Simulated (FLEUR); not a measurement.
VWC2:

```
CELL_PARAMETERS angstrom
1.51704 0.87586 4.93389
-1.51704 0.87586 4.93389
0.00000 -1.75173 4.93389
ATOMIC_POSITIONS crystal
W 0.00000 0.00000 0.00000
V 0.50000 0.50000 0.50000
C 0.24649 0.24649 0.24649
C 0.75351 0.75351 0.75351
```

The cell comes from a database or a generator and needn't be the stable form of this composition.

Base run:

| Quantity | Value |
| --- | --- |
| Program | FLEUR MaX-R8.1 (later development tree) |
| Functional | PBEsol |
| Potentials or basis | all-electron |
| Basis | FLAPW |
| Kmax | 4.73 1/bohr |
| k mesh | 8 × 8 × 8 |
| Occupations | fermi-dirac, width 0.05 eV |
| Spin | collinear spin, ferromagnetic start |
| Starting moments | [0.0, 2.001, 0.0, 0.0] μB |
| Hubbard terms | V d U = 4 eV |

Its results: band gap on the k mesh none (metal or under the smearing width); net moment 0.83 μB per cell.

Q: The run is repeated on the same cell with these changes: hubbard terms from V d U = 4 eV to V d U = 2 eV. What comes out?

A: Band gap on the k mesh none (metal or under the smearing width); net moment 0.00 μB per cell.

Caveats: the U is typed as a test and isn't derived for this compound.

Not every run made on this cell is shown here.
